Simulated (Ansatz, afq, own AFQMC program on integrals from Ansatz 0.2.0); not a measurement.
# GeH4Br (doublet): quantum Monte Carlo beside coupled cluster at distance Ge1–H5 along a hydrogen transfer = 1.799 Å, cc-pVTZ

How near does AFQMC come to the top of the ladder for GeH4Br (doublet)?

The runs use Ansatz 0.2.0, Gaussian basis, and an in-house AFQMC program (afq) on its integrals; all values are calculated; cc-pVTZ, frozen cores.

To be run: PBE (unrestricted); CCSD(T) on UHF; r2SCAN (unrestricted); PBE0 (unrestricted); B3LYP (unrestricted); wB97M-V (unrestricted); B2PLYP (unrestricted); Phaseless AFQMC, CISD trial on UHF; Phaseless AFQMC, single-determinant trial on UHF.

### 1 The geometry

The geometry derives from fragments relaxed apart (PBE0/def2-TZVP) and kept rigid, so it is no stationary point. A hydrogen atom is moved between rigid fragments. No spin-orbit coupling is included. The filled d shell of Ge, Br may be among the frozen orbitals whatever the setting's name suggests; the logs give the count.

6 atoms, charge 0, spin multiplicity 2.

Atoms are counted from 1 here; the program's logs count them from 0.

Bond lengths: Ge1–H2 1.534 Å, Ge1–H3 1.534 Å, Ge1–H4 1.534 Å, Ge1–H5 1.799 Å, H5–Br6 1.728 Å. Angles: H2–Ge1–H3 109.5°, H2–Ge1–H4 109.5°, H2–Ge1–H5 109.5°, H3–Ge1–H4 109.5°, H3–Ge1–H5 109.5°, H4–Ge1–H5 109.5°, Ge1–H5–Br6 180.0°.

### 2 PBE (unrestricted)

Contents of in.yaml:

```yaml
crystal:
  periodic: [false, false, false]
  atoms:
    - {symbol: Ge, position_ang: [-1.801608, 0.000000, 0.000000]}
    - {symbol: H, position_ang: [-2.313058, 1.446599, 0.000000]}
    - {symbol: H, position_ang: [-2.313058, -0.723300, 1.252792]}
    - {symbol: H, position_ang: [-2.313058, -0.723299, -1.252791]}
    - {symbol: H, position_ang: [-0.002608, 0.000000, 0.000000]}
    - {symbol: Br, position_ang: [1.725392, 0.000000, 0.000000]}
basis:
  gaussian: {orbitals: cc-pVTZ}
magnetization: {spin_polarized: true, initial_magnetization: 1}
hamiltonian: {xc: {name: PBE}}
output: {orbitals: {seedname: orbitals}}
```

On the command line:

```console
$ ansatz run in.yaml --threads 1 --pin off --events-out ev --progress --plain --max-ram 8192MiB --backend cpu
```

Log:

```text
Functional definition: PBE
  name "PBE"
  cite "Perdew, Burke & Ernzerhof, Phys. Rev. Lett. 77, 3865 (1996) doi:10.1103/PhysRevLett.77.3865"
  parent pbe
  parameter kappa = 0.804
  parameter beta = 0.06672455060314922
  exchange = pbe_x(kappa = kappa, mu = beta*pi^2/3)
  correlation = pbe_c(beta = beta)
971 factors; their error is unknown
mean field evaluation 1: about -126610.4269 eV, gradient 1.6e1 eV
mean field evaluation 2: about -126610.8734 eV, gradient 1.4e1 eV
mean field evaluation 4: about -126611.3284 eV, gradient 6.0e-1 eV
mean field evaluation 8: about -126611.3310 eV, gradient 1.1e-2 eV
mean field evaluation 16: about -126611.3244 eV, gradient 5.7e-5 eV
mean field -126611.32442788 eV, -4652.8803524866 hartree, gradient 5.7e-5 eV, S^2 0.752248; 1 other end points of the search recorded, 0 dependent functions left out
reference -126611.32446702 eV, -4652.8803539248 hartree; 36, 35 occupied and 106, 107 virtual orbitals, 971 factors
Total energy: -126611.32446702 eV, -4652.8803539248 hartree
```

Run time: 8.5 s. Hardware: 1 thread of AMD EPYC 7R13 (Zen 3), shared host; peak memory 2.1 GiB.

From the report: ⟨S²⟩ of the determinant 0.752 (pure doublet: 0.75).

### 3 CCSD(T) on UHF

Edit in.yaml of step 2 so:

```diff
@@ -12,3 +12,2 @@
 magnetization: {spin_polarized: true, initial_magnetization: 1}
-hamiltonian: {xc: {name: PBE}}
-output: {orbitals: {seedname: orbitals}}
+correlation: {method: ccsd_t, electrons: outside_noble_gas, hamiltonian_folder: ham}
```

On the command line:

```console
$ ansatz run in.yaml --threads 1 --pin off --events-out ev --progress --plain --max-ram 24576MiB --backend cuda --devices 0, --max-vram 18GiB
```

Log, shortened:

```text
Functional definition: HF
  name "HF"
  cite "Fock, Z. Phys. 61, 126 (1930) doi:10.1007/BF01340294"
  parent pbe
[...]
860 factors; integrals over basis functions are off by at most 1.1e-3 eV
[...]
mean field -126536.81143834 eV, -4650.1420506275 hartree, gradient 1.2e-6 eV, S^2 0.788224; 1 other end points of the search recorded, 0 dependent functions left out
determinant -126536.81143834 eV, -4650.1420506275 hartree, with singles and doubles -126546.13719070 eV, -4650.4847657058 hartree
determinant -126535.08515879 eV, -4650.0786110244 hartree, with singles and doubles -126544.34107549 eV, -4650.4187596892 hartree
28 core orbitals not correlated: weight in the atoms' cores, before any rotation towards them, 1.000 or more for the frozen orbitals, at most 0.000 for the correlated occupied ones
reference -126536.81143834 eV, -4650.1420506275 hartree; 8, 7 occupied and 106, 107 virtual orbitals, 860 factors
second order -7.96708029 eV of doubles, -0.00000000 eV of singles
cycle   1  -9.17821408 eV  change   -4.7e-1 eV  update   2.0e-2
[...]
cycle   8  -9.19358947 eV  change   -3.6e-6 eV  update   1.8e-5
perturbative correction -0.30156223 eV, -0.0110822076 hartree
Total energy: -126546.30659004 eV, -4650.4909910164 hartree
```

It took 17 s on 1 × NVIDIA H100 80GB HBM3 with 1 thread of AMD EPYC 7R13 (Zen 3), shared host; peak host memory 2.1 GiB.

From the report: ⟨S²⟩ of the determinant 0.788 (pure doublet: 0.75); correlation -9.4952 eV; T1 0.014; largest double amplitude 0.03.

This run also writes the integrals to the folder ham.

### 4 r2SCAN (unrestricted)

Edit in.yaml of step 3 so:

```diff
@@ -12,2 +12,2 @@
 magnetization: {spin_polarized: true, initial_magnetization: 1}
-correlation: {method: ccsd_t, electrons: outside_noble_gas, hamiltonian_folder: ham}
+hamiltonian: {xc: {name: r2SCAN}}
```

On the command line:

```console
$ ansatz run in.yaml --threads 1 --pin off --events-out ev --progress --plain --max-ram 8192MiB --backend cpu
```

Log:

```text
Functional definition: r2SCAN
  name "r2SCAN"
  cite "Furness, Kaplan, Ning, Perdew & Sun, J. Phys. Chem. Lett. 11, 8208 (2020) doi:10.1021/acs.jpclett.0c02405"
  cite "Furness, Kaplan, Ning, Perdew & Sun, J. Phys. Chem. Lett. 11, 9248 (2020) doi:10.1021/acs.jpclett.0c03077"
  parent r2scan
  parameter k0 = 0.174
  parameter k1 = 0.065
  parameter a1 = 4.9479
  exchange = r2scan_x(k0 = k0, k1 = k1, a1 = a1)
  correlation = r2scan_c
971 factors; their error is unknown
mean field evaluation 1: about -126629.4263 eV, gradient 1.2e1 eV
mean field evaluation 2: about -126629.7742 eV, gradient 9.2e0 eV
mean field evaluation 4: about -126629.9618 eV, gradient 3.4e-1 eV
mean field evaluation 8: about -126629.9572 eV, gradient 1.2e-1 eV
mean field evaluation 16: about -126629.9572 eV, gradient 9.0e-5 eV
mean field -126629.95721817 eV, -4653.5650948999 hartree, gradient 9.0e-5 eV, S^2 0.756013; 1 other end points of the search recorded, 0 dependent functions left out
reference -126629.95723209 eV, -4653.5650954117 hartree; 36, 35 occupied and 106, 107 virtual orbitals, 971 factors
Total energy: -126629.95723209 eV, -4653.5650954117 hartree
```

It took 20 s on 1 thread of AMD EPYC 7R13 (Zen 3), shared host; peak memory 2.1 GiB.

From the report: ⟨S²⟩ of the determinant 0.756 (pure doublet: 0.75).

### 5 PBE0 (unrestricted)

Edit in.yaml of step 4 so:

```diff
@@ -12,2 +12,3 @@
 magnetization: {spin_polarized: true, initial_magnetization: 1}
-hamiltonian: {xc: {name: r2SCAN}}
+hamiltonian: {xc: {name: PBE0}}
+output: {orbitals: {seedname: orbitals}}
```

Same command.

Log:

```text
Functional definition: PBE0
  name "PBE0"
  cite "Adamo & Barone, J. Chem. Phys. 110, 6158 (1999) doi:10.1063/1.478522"
  cite "Perdew, Burke & Ernzerhof, Phys. Rev. Lett. 77, 3865 (1996) doi:10.1103/PhysRevLett.77.3865"
  parent pbe
  parameter a = 0.25
  parameter kappa = 0.804
  parameter beta = 0.06672455060314922
  exchange = (1 - a)*pbe_x(kappa = kappa, mu = beta*pi^2/3) + a*exact_x
  correlation = pbe_c(beta = beta)
1067 factors; their error is unknown
mean field evaluation 1: about -126614.5218 eV, gradient 1.0e1 eV
mean field evaluation 2: about -126614.7117 eV, gradient 7.8e0 eV
mean field evaluation 4: about -126614.8568 eV, gradient 4.0e-1 eV
mean field evaluation 8: about -126615.2903 eV, gradient 3.1e-1 eV
mean field evaluation 16: about -126615.2904 eV, gradient 9.8e-6 eV
mean field -126615.29041640 eV, -4653.0260998765 hartree, gradient 9.8e-6 eV, S^2 0.756371; 0 other end points of the search recorded, 0 dependent functions left out
reference -126615.29044598 eV, -4653.0261009635 hartree; 36, 35 occupied and 106, 107 virtual orbitals, 1067 factors
Total energy: -126615.29044598 eV, -4653.0261009635 hartree
```

It took 9.5 s on 1 thread of AMD EPYC 7R13 (Zen 3), shared host; peak memory 2.1 GiB.

From the report: ⟨S²⟩ of the determinant 0.756 (pure doublet: 0.75).

### 6 B3LYP (unrestricted)

Edit in.yaml of step 5 so:

```diff
@@ -12,3 +12,2 @@
 magnetization: {spin_polarized: true, initial_magnetization: 1}
-hamiltonian: {xc: {name: PBE0}}
-output: {orbitals: {seedname: orbitals}}
+hamiltonian: {xc: {name: B3LYP}}
```

The command is unchanged.

Log, shortened:

```text
Functional definition: B3LYP
  name "B3LYP"
  cite "Stephens, Devlin, Chabalowski & Frisch, J. Phys. Chem. 98, 11623 (1994) doi:10.1021/j100096a001"
  cite "Becke, Phys. Rev. A 38, 3098 (1988) doi:10.1103/PhysRevA.38.3098"
  cite "Lee, Yang & Parr, Phys. Rev. B 37, 785 (1988) doi:10.1103/PhysRevB.37.785"
  cite "Vosko, Wilk & Nusair, Can. J. Phys. 58, 1200 (1980) doi:10.1139/p80-159"
[...]
1058 factors; their error is unknown
[...]
mean field -126632.98487771 eV, -4653.6763593357 hartree, gradient 2.9e-5 eV, S^2 0.754265; 0 other end points of the search recorded, 0 dependent functions left out
reference -126632.98512679 eV, -4653.6763684893 hartree; 36, 35 occupied and 106, 107 virtual orbitals, 1058 factors
Total energy: -126632.98512679 eV, -4653.6763684893 hartree
```

Wall time 9.5 s (1 thread of AMD EPYC 7R13 (Zen 3), shared host); peak memory 2.1 GiB.

From the report: ⟨S²⟩ of the determinant 0.754 (pure doublet: 0.75).

### 7 wB97M-V (unrestricted)

Edit in.yaml of step 6 so:

```diff
@@ -12,2 +12,3 @@
 magnetization: {spin_polarized: true, initial_magnetization: 1}
-hamiltonian: {xc: {name: B3LYP}}
+hamiltonian: {xc: {name: wB97M-V}}
+output: {orbitals: {seedname: orbitals}}
```

Launched as before.

Log, shortened:

```text
Functional definition: wB97M-V
  name "wB97M-V"
  cite "Mardirossian & Head-Gordon, J. Chem. Phys. 144, 214110 (2016) doi:10.1063/1.4952647"
  cite "Becke, J. Chem. Phys. 107, 8554 (1997) doi:10.1063/1.475007"
  cite "Vydrov & Van Voorhis, J. Chem. Phys. 133, 244103 (2010) doi:10.1063/1.3521275"
  # Of w^i u^j: cxij and so on, Table III.
[...]
  gx(w, u) = 1 - cx + cx01*u + cx10*w
  gss(w, u) = css00 + css04*u^4 + css10*w + css20*w^2 + css43*w^4*u^3
  gos(w, u) = cos00 + cos10*w + (cos20 + cos21*u)*w^2 + (cos60 + cos61*u)*w^6
[...]
      + integral(e_c_pw_mod_opposite_spin*gos(b97_w_opposite, b97_u_opposite)) + vv10(b, c)
1043 factors; their error is unknown
204 factors; integrals over basis functions are off by at most 4.1e-5 eV
[...]
mean field -126622.93697820 eV, -4653.3071058395 hartree, gradient 6.1e-5 eV, S^2 0.757855; 0 other end points of the search recorded, 0 dependent functions left out
reference -126622.93702416 eV, -4653.3071075284 hartree; 36, 35 occupied and 106, 107 virtual orbitals, 1043 factors
Total energy: -126622.93702416 eV, -4653.3071075284 hartree
```

Wall time 26 s (1 thread of AMD EPYC 7R13 (Zen 3), shared host); peak memory 2.1 GiB.

From the report: ⟨S²⟩ of the determinant 0.758 (pure doublet: 0.75).

### 8 B2PLYP (unrestricted)

Edit in.yaml of step 7 so:

```diff
@@ -12,3 +12,3 @@
 magnetization: {spin_polarized: true, initial_magnetization: 1}
-hamiltonian: {xc: {name: wB97M-V}}
-output: {orbitals: {seedname: orbitals}}
+hamiltonian: {xc: {name: B2PLYP}}
+correlation: {electrons: outside_noble_gas}
```

Launched as before.

Log, shortened:

```text
Functional definition: B2PLYP
  name "B2PLYP"
  cite "Grimme, J. Chem. Phys. 124, 034108 (2006) doi:10.1063/1.2148954"
  cite "Becke, Phys. Rev. A 38, 3098 (1988) doi:10.1103/PhysRevA.38.3098"
  cite "Lee, Yang & Parr, Phys. Rev. B 37, 785 (1988) doi:10.1103/PhysRevB.37.785"
[...]
860 factors; integrals over basis functions are off by at most 1.1e-3 eV
[...]
mean field -126605.13167338 eV, -4652.6527729564 hartree, gradient 4.8e-6 eV, S^2 0.763784; 0 other end points of the search recorded, 0 dependent functions left out
28 core orbitals not correlated: weight in the atoms' cores, before any rotation towards them, 0.999 or more for the frozen orbitals, at most 0.001 for the correlated occupied ones
reference -126605.13183160 eV, -4652.6527787707 hartree; 8, 7 occupied and 106, 107 virtual orbitals, 860 factors
second order -9.83133740 eV of doubles, -0.00000000 eV of singles
Total energy: -126607.78629270 eV, -4652.7503284168 hartree
```

Wall time 12 s (1 thread of AMD EPYC 7R13 (Zen 3), shared host); peak memory 2.1 GiB.

From the report: ⟨S²⟩ of the determinant 0.764 (pure doublet: 0.75).

### 9 Phaseless AFQMC, CISD trial on UHF

It reads the integrals that the CCSD(T) run on this determinant wrote.

On the command line:

```console
$ afq ham --method phaseless --trial cisd --walkers 600 --populations 10 --least-time 60 --time-step 0.005 --steps-per-block 50 --equilibration-blocks 28 --max-blocks 4000 --target-error 0.00023 --factor-cut 1e-05 --start spin_pure --seed 8664 --release-times 0.24,0.51,0.99,1.5 --release-step 0.03 --release-every 4 --taylor-order 6
```

Log:

```text
orbitals 114  electrons 8 7  factors 755 of 860
reference energy -4650.14205063 Eh
CCSD correlation -0.33785831 Eh in 11 cycles, weight of the determinant in the CISD state 0.8476
energy of the start -4650.477686 Eh
 block  time / (1/Eh)  mean weight  energy / Eh
     1     0.250  1.0000  -4650.471877
     2     0.500  1.0000  -4650.475948
     3     0.750  1.0004  -4650.479032
     4     1.000  1.0005  -4650.483699
     5     1.250  0.9993  -4650.486920
     6     1.500  1.0009  -4650.488166
     7     1.750  0.9997  -4650.489585
     8     2.000  1.0007  -4650.491414
     9     2.250  0.9998  -4650.489724
    10     2.500  0.9991  -4650.491445
    13     3.250  0.9995  -4650.489274
    17     4.250  0.9999  -4650.492293
    21     5.250  1.0006  -4650.493733
    25     6.250  1.0005  -4650.491862
    29     7.250  0.9995  -4650.493767
    33     8.250  1.0002  -4650.492329
    37     9.250  1.0003  -4650.490185
    41    10.250  0.9997  -4650.493440
    45    11.250  1.0001  -4650.492885
    49    12.250  1.0003  -4650.492639
    53    13.250  0.9999  -4650.491024
    57    14.250  1.0000  -4650.492386
    61    15.250  1.0007  -4650.491821
    65    16.250  1.0001  -4650.495009
    69    17.250  1.0007  -4650.491657
    73    18.250  1.0007  -4650.492996
    77    19.250  0.9997  -4650.490646
    81    20.250  0.9993  -4650.492090
    85    21.250  0.9999  -4650.494320
    89    22.250  1.0004  -4650.489960
    93    23.250  0.9988  -4650.490723
    97    24.250  1.0005  -4650.493895
   101    25.250  0.9994  -4650.493329
   105    26.250  1.0008  -4650.492341
   109    27.250  1.0004  -4650.493856
   113    28.250  0.9993  -4650.492754
   117    29.250  1.0005  -4650.492460
   121    30.250  0.9992  -4650.492942
   125    31.250  1.0013  -4650.493052
   129    32.250  1.0000  -4650.491898
   133    33.250  1.0002  -4650.492782
   137    34.250  0.9982  -4650.495087
   141    35.250  1.0000  -4650.493611
   145    36.250  0.9990  -4650.492140
   149    37.250  1.0005  -4650.490707
   153    38.250  1.0005  -4650.492353
   157    39.250  1.0000  -4650.493581
   161    40.250  1.0001  -4650.491550
   165    41.250  0.9992  -4650.491653
error from the spread of 10 populations
released: time / (1/Eh)  energy / Eh  error  mean overlap
  0.24  -4650.492720  0.000236  0.9950
  0.51  -4650.493003  0.000146  0.9880
  0.99  -4650.492849  0.000272  0.9888
  1.50  -4650.492869  0.000382  0.9773
energy -4650.492440 +/- 0.000214 Eh
```

It took 2.7 min on 1 × NVIDIA H100 80GB HBM3 with 2 threads of AMD EPYC 7R13 (Zen 3), shared host; peak host memory 2.1 GiB.

Energy -126546.3460 ± 0.0058 eV. Caveats: constraint bias not in the error.

### 10 Phaseless AFQMC, single-determinant trial on UHF

It reads the integrals that the CCSD(T) run on this determinant wrote.

On the command line:

```console
$ afq ham --method phaseless --trial hf --walkers 600 --populations 10 --least-time 40 --time-step 0.005 --steps-per-block 20 --equilibration-blocks 112 --max-blocks 4000 --target-error 0.00115 --factor-cut 1e-05 --start spin_pure --seed 5966 --taylor-order 6
```

Log:

```text
orbitals 114  electrons 8 7  factors 755 of 860
reference energy -4650.14205063 Eh
CCSD correlation -0.33785831 Eh in 11 cycles, weight of the determinant in the CISD state 0.8476
energy of the start -4650.143003 Eh
 block  time / (1/Eh)  mean weight  energy / Eh
     1     0.100  1.0018  -4650.217619
     2     0.200  1.0026  -4650.270851
     3     0.300  1.0023  -4650.311887
     4     0.400  1.0014  -4650.342285
     5     0.500  1.0013  -4650.366152
     6     0.600  1.0018  -4650.386686
     7     0.700  1.0009  -4650.398973
     8     0.800  1.0005  -4650.412930
     9     0.900  1.0017  -4650.419516
    10     1.000  1.0005  -4650.425246
    16     1.600  1.0003  -4650.462539
    31     3.100  0.9995  -4650.495558
    46     4.600  0.9989  -4650.479861
    61     6.100  0.9999  -4650.491865
    76     7.600  0.9996  -4650.481776
    91     9.100  1.0003  -4650.499447
   106    10.600  1.0001  -4650.493104
   121    12.100  1.0001  -4650.481875
   136    13.600  0.9996  -4650.495344
   151    15.100  1.0013  -4650.481663
   166    16.600  1.0002  -4650.480135
   181    18.100  1.0003  -4650.491680
   196    19.600  0.9990  -4650.495626
   211    21.100  0.9999  -4650.488279
   226    22.600  1.0006  -4650.480119
   241    24.100  0.9987  -4650.483545
   256    25.600  0.9997  -4650.491072
   271    27.100  0.9990  -4650.500142
   286    28.600  0.9998  -4650.490850
   301    30.100  0.9998  -4650.494066
   316    31.600  1.0007  -4650.486177
   331    33.100  1.0003  -4650.488430
   346    34.600  1.0003  -4650.489925
   361    36.100  1.0012  -4650.495788
   376    37.600  1.0005  -4650.492229
   391    39.100  1.0005  -4650.488159
   406    40.600  1.0001  -4650.491015
   421    42.100  0.9985  -4650.497284
   436    43.600  1.0011  -4650.493056
   451    45.100  1.0007  -4650.500635
   466    46.600  0.9990  -4650.497521
   481    48.100  0.9991  -4650.486826
   496    49.600  1.0003  -4650.492586
   511    51.100  1.0006  -4650.499988
   526    52.600  1.0008  -4650.483531
   541    54.100  1.0001  -4650.492620
   556    55.600  1.0001  -4650.490316
   571    57.100  1.0004  -4650.492827
   586    58.600  1.0001  -4650.480793
   601    60.100  1.0001  -4650.480085
   616    61.600  0.9994  -4650.486747
error from the spread of 10 populations
energy -4650.489511 +/- 0.001139 Eh
```

Wall time 89 s (1 × NVIDIA H100 80GB HBM3 with 2 threads of AMD EPYC 7R13 (Zen 3), shared host); peak host memory 2.1 GiB.

Energy -126546.2663 ± 0.0310 eV. Caveats: constraint bias not in the error.

### 11 AFQMC on the ladder

On the UHF determinant, counted from CCSD(T) (a yardstick, not exact):

```
                                                             level   energy (eV)  from CCSD(T) (meV)  statistical error (meV)     time
                                                                HF  -126536.8114             +9495.2                                  
                                                               MP2  -126544.7785             +1528.1                                  
                                                              CCSD  -126546.0050              +301.6                                  
                                                           CCSD(T)  -126546.3066                 0.0                                  
              Phaseless AFQMC, CISD trial, step 0.005, 600 walkers  -126546.3460               -39.4                      5.8  2.7 min
Phaseless AFQMC, single-determinant trial, step 0.005, 600 walkers  -126546.2663               +40.3                     31.0     89 s
```

The functionals' totals stand on their own zeros and serve differences with other points: PBE -126611.324 eV; r2SCAN -126629.957 eV; PBE0 -126615.290 eV; B3LYP -126632.985 eV; wB97M-V -126622.937 eV; B2PLYP -126607.786 eV.

### 12 What came out

```
                                                     quantity             value
              Phaseless AFQMC, CISD trial on UHF from CCSD(T)   -39.4 ± 5.8 meV
Phaseless AFQMC, single-determinant trial on UHF from CCSD(T)  +40.3 ± 31.0 meV
```

On UHF the phaseless walk with the CISD trial lies -39.4 meV from CCSD(T), 7 times its error bar. Error bars are statistical and leave out the constraint, the time step and what remains of the start.
